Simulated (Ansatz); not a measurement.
# C2H5OSi: the cost of one run

All numbers below are computed with Ansatz 0.2.0 (RKS B3LYP-D4/STO-3G).

## (1) The starting structure

Bond lengths: C1–C2 1.193 Å, C2–O3 1.335 Å, O3–Si4 1.881 Å, C1–H5 1.052 Å, O3–H6 0.972 Å, Si4–H7 1.452 Å, Si4–H8 1.457 Å, Si4–H9 1.457 Å. Angles: C1–C2–O3 177.3°, C2–C1–H5 178.3°, C2–O3–Si4 125.8°, C2–O3–H6 111.3°, Si4–O3–H6 122.9°, O3–Si4–H7 97.5°, O3–Si4–H8 97.2°, O3–Si4–H9 97.6°, H7–Si4–H8 118.9°, H7–Si4–H9 118.8°, H8–Si4–H9 117.4°.

As a file:

```xyz
9

C    -0.0301    1.6722   -1.6397
C     0.3147    0.9456   -0.7584
O     0.6447    0.1052    0.2253
Si   -0.4651   -1.2265    0.9542
H    -0.3059    2.3252   -2.4168
H     1.5512    0.2661    0.5373
H    -1.6231   -0.9932    0.1091
H     0.3989   -2.3637    0.6651
H    -0.4853   -0.7310    2.3240
```

## (2) Preparing the start

input.yaml

```yaml
crystal:
  periodic: [false, false, false]
  atoms:
    - { symbol: C, position_ang: [-0.03013, 1.67221, -1.6397] }
    - { symbol: C, position_ang: [0.31474, 0.94564, -0.75842] }
    - { symbol: O, position_ang: [0.64474, 0.10523, 0.22526] }
    - { symbol: Si, position_ang: [-0.46513, -1.22645, 0.95423] }
    - { symbol: H, position_ang: [-0.30587, 2.32519, -2.41684] }
    - { symbol: H, position_ang: [1.55115, 0.26611, 0.53728] }
    - { symbol: H, position_ang: [-1.62311, -0.99324, 0.10913] }
    - { symbol: H, position_ang: [0.39889, -2.3637, 0.66511] }
    - { symbol: H, position_ang: [-0.48528, -0.731, 2.32396] }
total_charge: 1
basis:
  gaussian: { orbitals: STO-3G }
hamiltonian:
  xc: b3lyp
  dispersion: d4
relax:
  f_tol: 0.02
  max_steps: 40
```

Launch:

```
> ansatz run input.yaml --threads 1 --pin off --max-ram 2048MiB --backend cpu --events-out ev --progress --plain --runs-dir out
```

What time and memory should one allow on 1 thread of an Arm CPU, shared host?

About 7.6 s, with a peak of 0.11 GiB.
